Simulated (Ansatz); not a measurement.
# C3H9InO2: basis-set convergence

How large a basis does C3H9InO2 need? Two functionals are run in growing sets.

Computed with Ansatz 0.2.0, Gaussian basis. Level: one geometry, several basis sets.

Levels to be run: PBE0-D4/def2-SVP; ωB97M-V/def2-SVP; PBE0-D4/def2-QZVPP; ωB97M-V/def2-QZVPP; the functionals' def2-TZVPP values are taken from earlier runs.

### Step 1. The relaxed structure

An earlier PBE0-D4 in a triple-zeta def2 set relaxation fixed the geometry. In takes the def2 core potential; no spin-orbit term is included.

SMILES `C[CH](C)[In]([OH])[OH]`, 15 atoms, charge 0, spin multiplicity 1.

Atoms are counted from 1 here; the program's logs count them from 0.

Bond lengths: C1–C2 1.521 Å, C1–H7 1.094 Å, C1–H8 1.093 Å, C1–H9 1.097 Å, C2–C3 1.522 Å, C2–In4 2.173 Å, C2–H10 1.095 Å, C3–H11 1.097 Å, C3–H12 1.093 Å, C3–H13 1.094 Å, In4–O5 1.986 Å, In4–O6 1.988 Å, O5–H14 0.960 Å, O6–H15 0.960 Å. Angles: C2–C1–H7 111.8°, C2–C1–H8 112.5°, C2–C1–H9 110.4°, H7–C1–H8 107.6°, H7–C1–H9 106.9°, H8–C1–H9 107.3°, C1–C2–C3 112.1°, C1–C2–In4 111.3°, C1–C2–H10 109.0°, C3–C2–In4 111.4°, C3–C2–H10 108.8°, In4–C2–H10 103.9°, C2–C3–H11 110.3°, C2–C3–H12 112.6°, C2–C3–H13 111.9°, H11–C3–H12 107.4°, H11–C3–H13 106.8°, H12–C3–H13 107.6° and more.

### Step 2. PBE0-D4 in def2-SVP

in.yaml reads:

```yaml
crystal:
  periodic: [false, false, false]
  atoms:
    - {symbol: C, position_ang: [-1.154930, 0.711151, 1.080988]}
    - {symbol: C, position_ang: [0.146910, 0.604572, 0.301655]}
    - {symbol: C, position_ang: [0.118015, 1.430102, -0.976964]}
    - {symbol: In, position_ang: [0.655759, -1.468028, -0.105615]}
    - {symbol: O, position_ang: [2.132279, -2.160607, -1.239525]}
    - {symbol: O, position_ang: [-0.310644, -3.059803, 0.589919]}
    - {symbol: H, position_ang: [-2.004798, 0.329867, 0.507412]}
    - {symbol: H, position_ang: [-1.121969, 0.163778, 2.026225]}
    - {symbol: H, position_ang: [-1.374374, 1.759721, 1.317658]}
    - {symbol: H, position_ang: [0.969541, 0.959443, 0.931403]}
    - {symbol: H, position_ang: [-0.087362, 2.482753, -0.745937]}
    - {symbol: H, position_ang: [1.065176, 1.393948, -1.520603]}
    - {symbol: H, position_ang: [-0.668097, 1.096529, -1.660580]}
    - {symbol: H, position_ang: [2.666777, -1.464867, -1.628088]}
    - {symbol: H, position_ang: [-1.053979, -2.829158, 1.151153]}
basis:
  gaussian: {orbitals: def2-SVP}
hamiltonian: {xc: pbe0, dispersion: d4}
output: {orbitals: {seedname: orbitals}}
```

On the command line:

```bash
> ansatz run in.yaml --threads 4 --pin off --events-out ev --progress --plain --max-ram 11315MiB
```

The runs that follow: ωB97M-V in def2-SVP; PBE0-D4 in def2-QZVPP; ωB97M-V in def2-QZVPP.

Before running them: what should the planned runs give, taken together? Wanted: PBE0-D4: double and triple zeta above quadruple; ωB97M-V: double and triple zeta above quadruple.

The runs gave:

| quantity | value |
| --- | --- |
| PBE0-D4: double and triple zeta above quadruple | 9.69, 0.50 eV |
| ωB97M-V: double and triple zeta above quadruple | 10.05, 0.49 eV |

**Reading.** PBE0-D4 gains 9.19 eV from double to triple zeta, then 0.50 eV more. These are total energies; as a rule much of such shifts cancels in differences, which this series doesn't test. The LUMO of ωB97M-V is positive and keeps falling with the basis (1.10 to 0.34 eV): an unbound level that the basis holds in place.
